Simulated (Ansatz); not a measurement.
# CH4CoO4: the cost of one run

Computed with Ansatz 0.2.0 (the levels named in each step, unless a step's input says otherwise).

## Step 1: Starting point

Bond lengths: O2–C3 1.176 Å, C3–Co4 1.693 Å, Co4–O5 1.851 Å, Co4–O6 1.862 Å, O1–H7 0.976 Å, O1–H8 0.968 Å, O5–H9 0.953 Å, O6–H10 0.953 Å. Angles: O2–C3–Co4 179.1°, C3–Co4–O5 104.2°, C3–Co4–O6 103.7°, O5–Co4–O6 152.0°, Co4–O5–H9 126.3°, Co4–O6–H10 126.4°, H7–O1–H8 104.3°.

As a file:

```xyz
10

O     1.2764   -0.0251   -2.4000
O    -1.5020   -0.2266    2.3874
C    -0.8587   -0.1215    1.4083
Co    0.0462    0.0391   -0.0139
O     1.5934   -0.9194    0.3209
O    -1.0227    1.1108   -1.0988
H     1.5803   -0.4167   -1.5595
H     0.4653    0.4486   -2.1645
H     1.8167   -1.3647    1.1338
H    -1.8644    1.4920   -0.8637
```

## Step 2: A rough first relaxation, PBE-D4/def2-SVPD

This run stands in another session on the same molecule. It ended at:

```xyz
10

O     1.4290    0.1447   -2.4230
O    -1.4601    0.0253    2.7161
C    -0.8599    0.0784    1.6874
Co   -0.0390    0.1371    0.2599
O     1.5474   -0.7891    0.4029
O    -0.9596    1.1626   -0.9628
H     1.6898   -0.2782   -1.5694
H     0.5810    0.5879   -2.1789
H     1.3677   -1.7454    0.4645
H    -1.7657    0.6934   -1.2468
```

## Step 3: Relaxation, PBE0-D4/def2-TZVPPD

File input.yaml:

```yaml
crystal:
  periodic: [false, false, false]
  atoms:
    - { symbol: O, position_ang: [1.42896843, 0.14466538, -2.4230067] }
    - { symbol: O, position_ang: [-1.46013145, 0.02529425, 2.71611222] }
    - { symbol: C, position_ang: [-0.85993458, 0.07842737, 1.68742885] }
    - { symbol: Co, position_ang: [-0.03901838, 0.1370587, 0.25990314] }
    - { symbol: O, position_ang: [1.54739801, -0.7890644, 0.40292089] }
    - { symbol: O, position_ang: [-0.95955257, 1.16263142, -0.9628279] }
    - { symbol: H, position_ang: [1.68978555, -0.2782251, -1.56936423] }
    - { symbol: H, position_ang: [0.58100213, 0.5879052, -2.17894821] }
    - { symbol: H, position_ang: [1.36771067, -1.74543148, 0.46453024] }
    - { symbol: H, position_ang: [-1.76572781, 0.69342866, -1.24677829] }
total_charge: -1
basis:
  gaussian: { orbitals: def2-TZVPPD.json }
hamiltonian:
  xc: pbe0
  dispersion: d4
relax:
  f_tol: 0.002
  max_steps: 150
```

The run is started by

```
ansatz run input.yaml --threads 4 --pin off --max-ram 10240MiB --backend cpu --events-out ev --progress --plain --runs-dir out
```

What time and memory should one allow on 4 threads of AMD EPYC, shared host?

About 4.7 min, with a peak of 1.4 GiB.
